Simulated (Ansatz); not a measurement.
Consider a ranking of polymorphs by energy of 2 structures of LiCd3 (the Python package of Ansatz (0.2.0)).

The script, `polymorphs_licd3.py`:
```python
"""Polymorphs of LiCd3, after relaxing cells and atoms."""

import warnings

import ansatz
import numpy as np
import spglib

PHASES = {
    "Fm-3m": (
        [[0.0, 3.396711, 3.396711], [3.396711, 0.0, 3.396711], [3.396711, 3.396711, 0.0]],
        [
            ("Li", [0.0, 0.0, 0.0]),
            ("Cd", [0.25, 0.25, 0.25]),
            ("Cd", [0.75, 0.75, 0.75]),
            ("Cd", [0.5, 0.5, 0.5]),
        ],
    ),
    "P-6m2": (
        [[3.095534, 0.0, 0.0], [-1.547767, 2.680811, 0.0], [0.0, 0.0, 9.706634]],
        [
            ("Li", [0.0, 0.0, 0.0]),
            ("Cd", [0.0, 0.0, 0.5]),
            ("Cd", [2 / 3, 1 / 3, 0.234518]),
            ("Cd", [2 / 3, 1 / 3, 0.765482]),
        ],
    ),
}


def build(vectors, sites):
    crystal = ansatz.Crystal(lattice=ansatz.Lattice.of(vectors))
    for symbol, position in sites:
        crystal = crystal.atom(symbol, position)
    return crystal


def ground_state(name, crystal):
    calc = (
        crystal.calculation()
        .functional(ansatz.Functional.PBESOL)
        .basis(41 * ansatz.Ry)
        .kpoints(spacing=0.15)
        .occupations("gaussian", width=0.05)
        .stress()
        .band_table()
    )
    calc = calc.relax(force_tolerance=0.01, max_steps=40, cell=True)
    return calc.run(threads=1, backend="cpu")


def space_group(outcome):
    sites = outcome.report["lattice"]["sites"]
    kinds = sorted({site["symbol"] for site in sites})
    cell = (outcome.lattice.cell_ang, [site["position_frac"] for site in sites], [kinds.index(site["symbol"]) for site in sites])
    return spglib.get_spacegroup(cell, symprec=0.01)


def volume_per_atom(outcome):
    return abs(np.linalg.det(outcome.lattice.cell_ang)) / len(outcome.lattice.sites)


def main() -> None:
    warnings.simplefilter("ignore", ansatz.DeckWarning)

    phases = {name: build(*cell) for name, cell in PHASES.items()}

    done = {}
    for name, crystal in phases.items():
        try:
            done[name] = ground_state(name, crystal)
        except ansatz.NonConvergedError as error:
            print(name, "did not converge:", str(error)[:120])

    energy = {name: o.report["energy_sigma0_ev"] / len(o.lattice.sites) for name, o in done.items()}
    lowest = min(energy.values())
    rows = [(name, len(o.lattice.sites), 1000 * (energy[name] - lowest), space_group(o), volume_per_atom(o)) for name, o in done.items()]
    rows.sort(key=lambda row: row[2])
    print("| phase | atoms | dE (meV/atom) | space group | V (A^3/atom) |")
    print("| --- | --- | --- | --- | --- |")
    for row in rows:
        print(f"| {row[0]} | {row[1]:d} | {row[2]:.1f} | {row[3]} | {row[4]:.3f} |")
    print("order:", " < ".join(row[0] for row in rows))


if __name__ == "__main__":
    main()
```

Which of these structures comes out lowest, and how far apart are they?

By space group at the end of each run: Fm-3m (+0 meV an atom, 19.0 Å³) and P-6m2 (+65 meV an atom, 19.3 Å³).

The run itself:

```console
$ python polymorphs_licd3.py
| phase | atoms | dE (meV/atom) | space group | V (A^3/atom) |
| --- | --- | --- | --- | --- |
| Fm-3m | 4 | 0.0 | Fm-3m (225) | 19.001 |
| P-6m2 | 4 | 65.2 | P-6m2 (187) | 19.349 |
order: Fm-3m < P-6m2
```

Notes:
- The cells come from databases of deposited and of computed structures, and not all need be stable phases.
- The ranking holds among these structures alone, at zero temperature; the ground state may be another structure. Differences under about 40 meV an atom lie within the error of mesh and functional.
- The whole script took 6.4 min on 1 thread of Arm Neoverse N1 (shared host), peak memory 0.61 GiB.
